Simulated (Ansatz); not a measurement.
# CH6BNO: the cost of one run

All numbers below are computed with Ansatz 0.2.0 (RKS PBE0/6-31G*).

**1. Starting point**

Bond lengths: B1–O2 1.410 Å, O2–H3 1.010 Å, B1–C4 1.600 Å, C4–H5 1.110 Å, C4–H6 1.110 Å, C4–H7 1.110 Å, B1–N8 1.550 Å, N8–H9 1.060 Å, N8–H10 1.060 Å. Angles: B1–O2–H3 109.5°, O2–B1–C4 120.0°, O2–B1–N8 120.0°, C4–B1–N8 120.0°, B1–C4–H5 109.5°, B1–C4–H6 109.5°, B1–C4–H7 109.5°, H5–C4–H6 109.4°, H5–C4–H7 109.4°, H6–C4–H7 109.4°, B1–N8–H9 120.0°, B1–N8–H10 120.0°, H9–N8–H10 120.0°.

As a file:

```xyz
10

B     0.0000    0.0000    0.0000
O     0.0000    0.0000    1.4100
H    -0.9095   -0.2814    1.7471
C     1.3856    0.0000   -0.8000
H     1.7152   -1.0462   -0.9702
H     1.2491    0.5080   -1.7774
H     2.1552    0.5381   -0.2082
N    -1.3423    0.0000   -0.7750
H    -2.0112   -0.8164   -0.6764
H    -1.5914    0.8164   -1.4036
```

**2. Preparing the start**

Contents of input.yaml:

```yaml
crystal:
  periodic: [false, false, false]
  atoms:
    - { symbol: B, position_ang: [0.0, 0.0, 0.0] }
    - { symbol: O, position_ang: [0.0, 0.0, 1.41] }
    - { symbol: H, position_ang: [-0.9095, -0.2814, 1.7471] }
    - { symbol: C, position_ang: [1.3856, 0.0, -0.8] }
    - { symbol: H, position_ang: [1.7152, -1.0462, -0.9702] }
    - { symbol: H, position_ang: [1.2491, 0.508, -1.7774] }
    - { symbol: H, position_ang: [2.1552, 0.5381, -0.2082] }
    - { symbol: "N", position_ang: [-1.3423, 0.0, -0.775] }
    - { symbol: H, position_ang: [-2.0112, -0.8164, -0.6764] }
    - { symbol: H, position_ang: [-1.5914, 0.8164, -1.4036] }
basis:
  gaussian: { orbitals: "6-31G*" }
hamiltonian:
  xc: pbe0
relax:
  f_tol: 0.02
  max_steps: 40
```

Launch:

```console
$ ansatz run input.yaml --threads 1 --pin off --max-ram 2048MiB --backend cpu --events-out ev --progress --plain --runs-dir out
```

**Question.** How long does this run take on 1 thread of Arm Neoverse V2, shared host, and how much memory does it need?

About 36 s, with a peak of 0.16 GiB.
